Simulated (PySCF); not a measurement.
**RuN₂⁻: relaxation and vibrations of the quartet**

Where does quartet RuN₂⁻ go from a PBE minimum start, is the end point a minimum, and what are its modes, charges and moments?

Computed with PySCF 2.14.0. Level: PBE, basis Ru def2-SVPD with ECP28, N def2-SVPD, scalar-relativistic core potentials, no spin–orbit coupling, density fitting.

**1. The system as given**

3 atoms, charge -1, spin multiplicity 4.

Bond lengths: Ru1–N2 2.050 Å, Ru1–N3 2.050 Å, N2–N3 1.194 Å. Angles: N2–Ru1–N3 33.9°, Ru1–N2–N3 73.1°, Ru1–N3–N2 73.1°.

Z-matrix (Å, degrees; charge -1 multiplicity 4):
```
Ru
N  1 2.0501
N  2 1.1941 1 73.07
```

**2. Finding the electronic state**

The steps below are one call of a driver around PySCF. For each, scf.py gives the equivalent set-up of the SCF; relaxations use the driver's own optimiser. After this first run the driver tries any further starts and a stability analysis.

scf.py reads:

```python
from pyscf import gto, scf, dft
mol = gto.M(atom='''
Ru     0.000000    -0.000000    -0.422890
N      0.597025    -0.000000     1.538399
N     -0.597025     0.000000     1.538399''',
    basis={'Ru': 'def2-SVPD', 'N': 'def2-SVPD'},
    ecp={'Ru': 'def2-SVPD'},
    charge=-1, spin=3)
mf = dft.UKS(mol, xc='PBE')
mf.grids.atom_grid = (50, 194)
aux = {'Ru': 'def2-universal-JKFIT', 'N': 'def2-universal-JKFIT'}
mf = mf.density_fit(auxbasis=aux)
mf.conv_tol = 1e-08
mf.diis_space = 10
mf.max_cycle = 60
mf.init_guess = 'minao'
mf.verbose = 4
mf.kernel()
```

Command:

```sh
$ OMP_NUM_THREADS=2 python axn.py task.json out
```

What it wrote:

```text
init E= -195.325856311242
[... the frontier-level lines of each cycle are left out ...]
cycle= 1 E= -203.077002122581  delta_E= -7.75  |g|= 1.38  |ddm|= 2.69
cycle= 2 E= -190.967390185491  delta_E= 12.1  |g|= 3.39  |ddm|=   16
cycle= 3 E= -203.879001775557  delta_E= -12.9  |g|= 0.69  |ddm|= 15.9
cycle= 4 E= -203.458079779915  delta_E= 0.421  |g|= 1.06  |ddm|= 1.92
cycle= 5 E= -204.162887026388  delta_E= -0.705  |g|= 0.18  |ddm|= 2.06
cycle= 6 E= -204.181542211537  delta_E= -0.0187  |g|= 0.0369  |ddm|= 0.584
cycle= 7 E= -204.182381721643  delta_E= -0.00084  |g|= 0.0116  |ddm|= 0.149
cycle= 8 E= -204.182414041037  delta_E= -3.23e-05  |g|= 0.0102  |ddm|= 0.0332
cycle= 9 E= -204.18247355071  delta_E= -5.95e-05  |g|= 0.00228  |ddm|= 0.0171
cycle= 10 E= -204.182477283481  delta_E= -3.73e-06  |g|= 0.000944  |ddm|= 0.00516
cycle= 11 E= -204.182477762963  delta_E= -4.79e-07  |g|= 0.000172  |ddm|= 0.0019
cycle= 12 E= -204.182477778816  delta_E= -1.59e-08  |g|= 0.000118  |ddm|= 0.000745
cycle= 13 E= -204.182477787094  delta_E= -8.28e-09  |g|= 2.39e-05  |ddm|= 0.000214
Extra cycle  E= -204.182477779481  delta_E= 7.61e-09  |g|= 0.000121  |ddm|= 0.000225
converged SCF energy = -204.182477779481  <S^2> = 3.797034  2S+1 = 4.0234483
```

This step, with its further starts and checks, ran for 14 s (2 threads of AMD EPYC 7R43 (Zen 3), shared host).

The starts that the driver tried:

```
                      start  energy (Eh)
    the minimal-basis guess  -204.182478
a thermally smeared density  -204.182478
      a smeared PBE density  -204.182478
```

No lower solution of this spin turned up from the other starts or in the test of internal stability.

**3. Relaxation: PBE minimum start, quartet**

The program finds C2v symmetry in the start, which this walk keeps. The walk stops when the largest gradient is under 0.0003 Eh/bohr and the energy has settled too.

Changes to scf.py since step 2:

```diff
@@ -3,3 +3,3 @@
-Ru     0.000000    -0.000000    -0.422890
-N      0.597025    -0.000000     1.538399
-N     -0.597025     0.000000     1.538399''',
+Ru     0.000000     0.000000    -0.422815
+N      0.597025     0.000000     1.538474
+N     -0.597025     0.000000     1.538474''',
@@ -16 +15,0 @@
-mf.init_guess = 'minao'
```

Energy and gradient, step by step:

```
step  energy (Eh)  change (kJ/mol)  largest symmetric gradient (Eh/bohr)
   0  -204.182478             0.00                               0.00014
```

The walk took 1.3 s.

It settles in C2v symmetry, 0.0 kJ/mol below the start, after 0 steps: N–N 1.194 Å, Ru–N 2.050 Å (×2); N–N–Ru 73.1° (×2), N–Ru–N 33.9°.

**4. Hessian and properties**

The point is checked on the finer grid, and tightened if its gradient asks for it. The Hessian and the dipole derivatives come from central differences of analytic gradients, with steps of 0.02 bohr.

Changes to scf.py since step 3:

```diff
@@ -3,3 +3,3 @@
-Ru     0.000000     0.000000    -0.422815
-N      0.597025     0.000000     1.538474
-N     -0.597025     0.000000     1.538474''',
+Ru     0.000000     0.000000    -0.422898
+N      0.597038     0.000000     1.538515
+N     -0.597038     0.000000     1.538515''',
@@ -10 +10 @@
-mf.grids.atom_grid = (50, 194)
+mf.grids.atom_grid = (75, 302)
@@ -13 +13 @@
-mf.conv_tol = 1e-08
+mf.conv_tol = 1e-10
```

The driver hands on the density of the step before, so the log starts near convergence.

SCF at the final geometry:

```text
init E= -204.182506493977
[... the frontier-level lines of each cycle are left out ...]
cycle= 1 E= -204.182506491753  delta_E= 2.22e-09  |g|= 6.49e-05  |ddm|= 9.18e-05
cycle= 2 E= -204.182506399494  delta_E= 9.23e-08  |g|= 0.000418  |ddm|= 0.00059
cycle= 3 E= -204.182506494033  delta_E= -9.45e-08  |g|= 9.87e-07  |ddm|= 0.000511
cycle= 4 E= -204.182506494034  delta_E= -6.82e-13  |g|= 5.1e-07  |ddm|= 1.68e-06
Extra cycle  E= -204.182506494032  delta_E= 1.53e-12  |g|= 1.79e-06  |ddm|= 1.79e-06
converged SCF energy = -204.182506494032  <S^2> = 3.7970614  2S+1 = 4.0234619
```

The whole step took 23 s.

Geometry: C2v; N–N 1.194 Å, Ru–N 2.050 Å (×2); N–N–Ru 73.1° (×2), N–Ru–N 33.9°.

Modes, for the most abundant isotopes:

```tsv
symmetry	ω (cm⁻¹)	IR (km/mol)	μ (u)
b2	226	0.1	14.28
a1	377	0.4	17.18
a1	1778	232	14.02
```

Every mode is real; the point is a minimum.

Properties at this point:

```
Dipole moment about the centre of mass                          : 1.28 D
Highest occupied level                                          : 1.47 eV
Lowest empty level                                              : 1.83 eV
Rotational constants                                            : 1.689, 0.1995, 0.1784 cm⁻¹
Zero-point energy                                               : 14.2 kJ/mol
Principal polarisabilities                                      : 105.7, 109.0, 116.8 bohr³
Principal traceless quadrupole moments about the centre of mass : -9.12, 4.06, 5.06 D Å
Entropy at 298.15 K and 1 bar (electronic part: spin only)      : 283.1 J/(mol K)
Heat capacity Cp at 298.15 K                                    : 47.3 J/(mol K)
Enthalpy at 298.15 K above 0 K                                  : 12.16 kJ/mol
Rotational symmetry number                                      : 2
Spin squared ⟨S²⟩                                               : 3.797
```

Charges (e) and bond orders:

```
atom  Mulliken  Löwdin  polar tensor  spin (Mulliken)  Mayer order to Ru1
 Ru1     -0.59   -0.53         -0.77             3.09                   –
N2,3     -0.20   -0.23         -0.11            -0.05                0.85
```

Mulliken populations on Ru1 (outside its core potential): s 3.36, p 6.41, d 6.82, f 0.01.

**5. Results**

| quantity | value |
| --- | --- |
| minimum | quartet, C2v |
| geometry | N–N 1.194 Å, Ru–N 2.050 Å (×2); N–N–Ru 73.1° (×2), N–Ru–N 33.9° |
| wavenumbers (cm⁻¹) | 226 (b2), 377 (a1), 1778 (a1) |
| dipole moment (centre of mass) | 1.28 D |
| highest occupied, lowest empty level (either spin) | 1.47, 1.83 eV |
| polar-tensor charge of Ru1 | -0.77 e |
| zero-point energy | 14.2 kJ/mol |
| entropy at 298.15 K | 283.1 J/(mol K) |
| ⟨S²⟩ | 3.797 |

**Reading.** The molecule stays C2v, as typed, and the end point is a minimum. The strongest infrared band lies at 1778 cm⁻¹ (a1). Most of the spin sits on Ru1 (Mulliken spin 3.09, against 3 for the whole molecule). Other starts or spin states, not run here, may lie lower. A highest occupied level above zero is common for anions with such functionals; it warns that the extra electron is poorly described. One determinant may miss the lowest occupation of an open d or f shell.

The search up to here took 38 s.
